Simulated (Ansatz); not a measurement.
**K+ with H2S: structure and interaction energy**

The task here is to estimate one member of a computed series from the others.

Computed with Ansatz 0.2.0, Gaussian basis. Level: PBE0-D4 structure, single points in def2-TZVPPD.

Levels: PBE-D4, revPBE-D4, BLYP-D4, r2SCAN-D4, B97M-V, PBE0-D4, B3LYP-D4, HSE06-D4, wB97X-V, wB97M-V, B2PLYP, Hartree-Fock, MP2, CCSD, CCSD(T). The reference is CCSD(T) extrapolated to the basis limit. For elements past Ar these valence bases correlate outer-core shells poorly and lack relativity, so that limit is rough.

Correlated methods freeze the cores. The outer core shell of Li, Na, Mg and K is correlated. B3LYP uses VWN-RPA correlation. B2PLYP carries no dispersion term here.

163 further runs of the same task are left out: 163 set aside as unsound or not needed.

## Where the work starts

The pair, from a GFN2-xTB docking trial: 4 atoms, charge 1, spin multiplicity 1.

Atoms are counted from 1 here; the program's logs count them from 0.

Bond lengths: S2–H3 1.331 Å, S2–H4 1.330 Å. Angles: H3–S2–H4 92.6°.

Coordinates:

```
atom     x (Å)     y (Å)     z (Å)
  K1   0.11300   0.05290  -3.04410
  S2   0.30370   0.39150   0.71190
  H3  -0.97470   0.35270   1.08010
  H4   0.55800  -0.79700   1.25200
```

Atoms 1 to 1 are fragment A (K+), the rest fragment B (H2S).

The first run:

pre/in.yaml

```yaml
crystal:
  periodic: [false, false, false]
  atoms:
    - {symbol: K, position_ang: [0.113000, 0.052900, -3.044100]}
    - {symbol: S, position_ang: [0.303700, 0.391500, 0.711900]}
    - {symbol: H, position_ang: [-0.974700, 0.352700, 1.080100]}
    - {symbol: H, position_ang: [0.558000, -0.797000, 1.252000]}
basis:
  gaussian: {orbitals: def2-SVP}
total_charge: 1
hamiltonian: {xc: pbe, dispersion: d4}
relax: {f_tol: 0.03, max_steps: 250}
```

The run is started by

```bash
$ ansatz run in.yaml --threads 2 --pin off --events-out ev --progress --plain --max-ram 5222MiB
```

Steps of the session up to this table: A first relaxation in a small basis; Relaxation at PBE0-D4; wB97X-V/def2-TZVPPD; wB97M-V/def2-TZVPPD; B2PLYP/def2-TZVPPD; B97M-V/def2-TZVPPD; CCSD(T)/def2-TZVPPD; MP2/def2-QZVPPD; Hartree-Fock/STO-3G; SPW92/def2-SVP; wB97M-V/def2-SVP; CCSD(T)/def2-SVP; Vibrations of the pair.

One table of the session follows, with a row left open; its other results are not shown here.

```
      method  interaction (kcal/mol)
      PBE-D4                  -11.03
   revPBE-D4                  -10.37
     BLYP-D4                  -10.69
   r2SCAN-D4                  -10.19
      B97M-V                  -10.24
     PBE0-D4                  -10.86
    B3LYP-D4                  -10.81
    HSE06-D4                  -10.88
     wB97X-V                  -10.50
     wB97M-V                  -10.37
      B2PLYP                   -9.88
Hartree-Fock                   -8.89
         MP2                   -9.78
        CCSD                   -9.42
     CCSD(T)                   -9.50
 CCSD(T)/CBS                       ?
```

Q: Estimate the row for CCSD(T)/CBS from the others.

As computed: interaction (kcal/mol): -10.38. In the column «interaction (kcal/mol)» it lies between wB97X-V (-10.50) and revPBE-D4 (-10.37).
